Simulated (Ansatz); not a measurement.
# CH₄FGaSe: one species, many methods

The task here is to estimate one member of a computed series from the others.

Program: Ansatz 0.2.0, Gaussian basis. Level of theory: functionals in def2-TZVPP, the program's frozen cores in correlated methods. These are calculated values, not measurements.

Levels to be run: LDA (SPW92), PBE-D4, revPBE-D4, BLYP-D4, r2SCAN-D4, B97M-V, PBE0-D4, B3LYP-D4, r2SCANh-D4, r2SCAN0-D4, HSE06-D4, BHLYP-D4, CAM-B3LYP-D4, LC-ωPBE, ωB97X-V, ωB97M-V, B2PLYP, PBE-QIDH; CCSD(T)/def2-SVP; CCSD(T)/def2-TZVPP; MP2/def2-QZVPP; extrapolation to the limit; RPA on PBE.

## The relaxed structure

An earlier PBE0-D4 in a triple-zeta def2 set relaxation fixed the geometry.

SMILES `[CH3][Ga]([F])[SeH]`, 8 atoms, charge 0, spin multiplicity 1.

Atoms are counted from 1 here; the program's logs count them from 0.

Bond lengths: C1–Ga2 1.947 Å, C1–H5 1.090 Å, C1–H6 1.092 Å, C1–H7 1.091 Å, Ga2–F3 1.762 Å, Ga2–Se4 2.316 Å, Se4–H8 1.469 Å. Angles: Ga2–C1–H5 111.4°, Ga2–C1–H6 109.3°, Ga2–C1–H7 109.4°, H5–C1–H6 109.1°, H5–C1–H7 109.5°, H6–C1–H7 108.1°, C1–Ga2–F3 118.2°, C1–Ga2–Se4 129.6°, F3–Ga2–Se4 112.2°, Ga2–Se4–H8 90.6°.

Set-up of the first run:

in.yaml reads:

```yaml
crystal:
  periodic: [false, false, false]
  atoms:
    - {symbol: C, position_ang: [-0.096966, 1.353244, -0.526552]}
    - {symbol: Ga, position_ang: [0.183708, -0.407959, 0.254478]}
    - {symbol: F, position_ang: [1.602392, -0.652451, 1.271037]}
    - {symbol: Se, position_ang: [-1.099651, -2.326969, 0.067011]}
    - {symbol: H, position_ang: [-0.923678, 1.345326, -1.236216]}
    - {symbol: H, position_ang: [-0.314888, 2.069482, 0.268068]}
    - {symbol: H, position_ang: [0.814439, 1.674855, -1.033094]}
    - {symbol: H, position_ang: [-0.165336, -3.055508, 0.935257]}
basis:
  gaussian: {orbitals: def2-TZVPP}
hamiltonian: {xc: lda}
output: {orbitals: {seedname: orbitals}}
```

Steps of the session up to this table: LDA; PBE-D4 (GGA); revPBE-D4 (GGA); BLYP-D4 (GGA); r2SCAN-D4 (meta-GGA); B97M-V (meta-GGA); PBE0-D4 (hybrid); B3LYP-D4 (hybrid); r2SCANh-D4 (hybrid); r2SCAN0-D4 (hybrid); HSE06-D4 (hybrid); BHLYP-D4 (hybrid); CAM-B3LYP-D4 (range-separated); LC-ωPBE (range-separated); ωB97X-V (range-separated); ωB97M-V (range-separated); B2PLYP (double hybrid); PBE-QIDH (double hybrid).

One table of the session follows, with a row left open; its other results are not shown here.

It belongs to the step «Frontier levels by functional». 

| functional | HOMO (eV) | gap (eV) |
| --- | --- | --- |
| LDA (SPW92) | -6.46 | 4.64 |
| PBE-D4 | -6.30 | 4.75 |
| revPBE-D4 | -6.24 | 4.82 |
| BLYP-D4 | ? | ? |
| r2SCAN-D4 | -6.59 | 5.29 |
| B97M-V | -6.62 | 5.17 |
| PBE0-D4 | -7.44 | 6.66 |
| B3LYP-D4 | -7.20 | 6.16 |
| r2SCANh-D4 | -7.01 | 5.97 |
| r2SCAN0-D4 | -7.64 | 6.99 |
| HSE06-D4 | -7.05 | 5.90 |
| BHLYP-D4 | -8.42 | 8.38 |
| CAM-B3LYP-D4 | -8.71 | 8.82 |
| LC-ωPBE | -10.07 | 11.35 |
| ωB97X-V | -9.72 | 10.86 |
| ωB97M-V | -9.59 | 10.50 |

**Question.** Estimate the row for BLYP-D4.

Worked estimate for «HOMO (eV)». Against the share of exact exchange, B3LYP-D4 (0.2, -7.20), BHLYP-D4 (0.5, -8.42) give a slope of -4.07 per unit share; at 0 the line stands at -6.39.

**Answer.** HOMO (eV): -6.13; gap (eV): 4.64. In «HOMO (eV)» the line misses by -0.26.
